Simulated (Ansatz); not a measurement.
# Ta3W: the cost of one run

Program: Ansatz 0.2.0, driven from Python. Level of theory: DFT PBEsol, plane waves, PAW. These are calculated values, not measurements.

## Step 1: The system

Symmetry: Fm-3m, No. 225, cubic system. The conventional cell has a = 6.534 Å, b = 6.534 Å, c = 6.534 Å, α = 90.00°, β = 90.00°, γ = 90.00°. Around Ta (site symmetry -43m) lie 4 Ta at 2.83 Å and 4 W at 2.83 Å. Ta (site symmetry m-3m) is surrounded by 8 Ta at 2.83 Å. W (site symmetry m-3m) is surrounded by 8 Ta at 2.83 Å.

The script holds or builds the structure itself.

## Step 2: Script

File ta3w_strain.py:

```python
# -*- coding: utf-8 -*-
import ansatz as az
import matplotlib.pyplot as plt
import numpy as np

FUNCTIONAL = "pbesol"
SMEARING = "Gaussian"
ECUT = 520
KMESH = (9, 9, 9)

VECTORS = np.array([
    [0.0, 3.267173, 3.267173],
    [3.267173, 0.0, 3.267173],
    [3.267173, 3.267173, 0.0],
])
SITES = [
    ("Ta", [0.25, 0.25, 0.25]),
    ("Ta", [0.75, 0.75, 0.75]),
    ("Ta", [0.5, 0.5, 0.5]),
    ("W", [0.0, 0.0, 0.0]),
]


def on_lattice(cell):
    crystal = az.Crystal(lattice=az.Lattice.of(cell))
    for symbol, position in SITES:
        crystal = crystal.atom(symbol, position)
    return crystal

values = np.linspace(-0.02, 0.02, 5)
energies = []
for d in values:
    strain = np.diag([d, d, (1 + d) ** -2 - 1])
    cell = VECTORS @ (np.eye(3) + strain)
    calculation = (
        on_lattice(cell).calculation()
        .functional(FUNCTIONAL)
        .occupations(SMEARING, width=50 * az.meV)
        .basis(ECUT)
        .kpoints(*KMESH)
    )
    r = calculation.run(threads=1).report
    energies.append(r["free_energy_ev"] / len(SITES))
    print(f"d = {d:+.4f}  F = {energies[-1]:.5f} eV/atom")
energies = np.array(energies)

for value, e in zip(values, energies):
    print(f"strain {value:7.3f}   E - Emin = {1000 * (e - energies.min()):9.3f} meV/atom")
plt.figure(figsize=(4.5, 3))
plt.plot(values, 1000 * (energies - energies.min()), "o-")
plt.xlabel("strain")
plt.ylabel("meV/atom")
plt.tight_layout()
plt.savefig("strain.png", dpi=100)
curvature = 2 * np.polyfit(values, energies, 3)[1]
volume = abs(np.linalg.det(VECTORS)) / len(SITES)
print(f"d2E/dd2 over the volume: {curvature / volume * 160.21766:.1f} GPa")
```

## Step 3: The calls as engine input

The engine receives this input (first run):

```yaml
crystal:
  lattice:
    - [0.0, 3.20182954, 3.401887755102041]
    - [3.20182954, 0.0, 3.401887755102041]
    - [3.20182954, 3.20182954, 0.0]
  atoms:
    - { symbol: Ta, position: [0.25, 0.25, 0.25] }
    - { symbol: Ta, position: [0.75, 0.75, 0.75] }
    - { symbol: Ta, position: [0.5, 0.5, 0.5] }
    - { symbol: W, position: [0.0, 0.0, 0.0] }
basis:
  ecutwfc: 520.0
kpoints:
  mp_grid:
    grid: [9, 9, 9]
hamiltonian:
  xc: pbesol
scf:
  occupations:
    method: gaussian
    width: 0.05
```

## Step 4: Running it

The run is started by

```sh
python ta3w_strain.py
```

Q: Estimate wall time and peak memory on 1 thread of Arm Neoverse V2, shared host.

About 38 s, with a peak of 0.55 GiB.
